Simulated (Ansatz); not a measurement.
# CH₄BOS radical: relaxing the structure

Aim: relax CH₄BOS radical from a cheap starting geometry.

Method: UKS PBE0-D4/def2-TZVP; program: Ansatz 0.2.0, Gaussian basis.

The runs, in order: relaxation at PBE0-D4/def2-TZVP.

1 further run of the same task is left out (set aside as unsound or not needed).

### 1 The system as given

SMILES `CO[B]S`, 8 atoms, charge 0, spin multiplicity 2.

Atoms are counted from 1 here; the program's logs count them from 0.

Bond lengths: C1–O2 1.424 Å, C1–H5 1.092 Å, C1–H6 1.090 Å, C1–H7 1.091 Å, O2–B3 1.297 Å, B3–S4 1.818 Å, S4–H8 1.330 Å. Angles: O2–C1–H5 110.7°, O2–C1–H6 108.2°, O2–C1–H7 108.2°, H5–C1–H6 110.1°, H5–C1–H7 110.0°, H6–C1–H7 109.7°, C1–O2–B3 131.6°, O2–B3–S4 126.2°, B3–S4–H8 99.3°.

The start is a GFN2-xTB geometry.

### 2 Geometry optimisation, PBE0-D4/def2-TZVP

File in.yaml:

```yaml
crystal:
  periodic: [false, false, false]
  atoms:
    - {symbol: C, position_ang: [-0.470770, 0.683210, 0.990720]}
    - {symbol: O, position_ang: [-0.832470, -0.465300, 0.230510]}
    - {symbol: B, position_ang: [-0.249200, -1.057680, -0.765310]}
    - {symbol: S, position_ang: [1.316780, -0.560070, -1.543210]}
    - {symbol: H, position_ang: [0.456310, 1.120090, 0.613040]}
    - {symbol: H, position_ang: [-1.282130, 1.408040, 0.919060]}
    - {symbol: H, position_ang: [-0.341780, 0.377190, 2.029430]}
    - {symbol: H, position_ang: [1.403260, -1.505480, -2.474250]}
basis:
  gaussian: {orbitals: def2-TZVP}
magnetization: {spin_polarized: true, initial_magnetization: 1}
hamiltonian: {xc: pbe0, dispersion: d4}
relax: {f_tol: 0.005, max_steps: 150}
```

Started as:

```bash
ansatz run in.yaml --threads 2 --pin off --events-out ev --progress --plain --max-ram 22528MiB --backend cpu
```

Q: Predict the results of all the runs planned. Wanted: point group; shift from the start; total energy; dispersion term; dipole moment.

**Answer**, as computed:

| quantity | value |
| --- | --- |
| point group | Cs |
| steps | 28 |
| shift from the start (rms) | 0.508 Å |
| total energy | -14654.3791 eV |
| dispersion term | -126 meV |
| dipole moment | 1.36 D |

In words: The atoms moved 0.51 Å (rms) from the start; the bond that changed most is O2–B3, from 1.297 to 1.327 Å. No vibrations were run, so it is not proven to be a minimum. The largest Mulliken charge, -0.23 e, sits on S4.
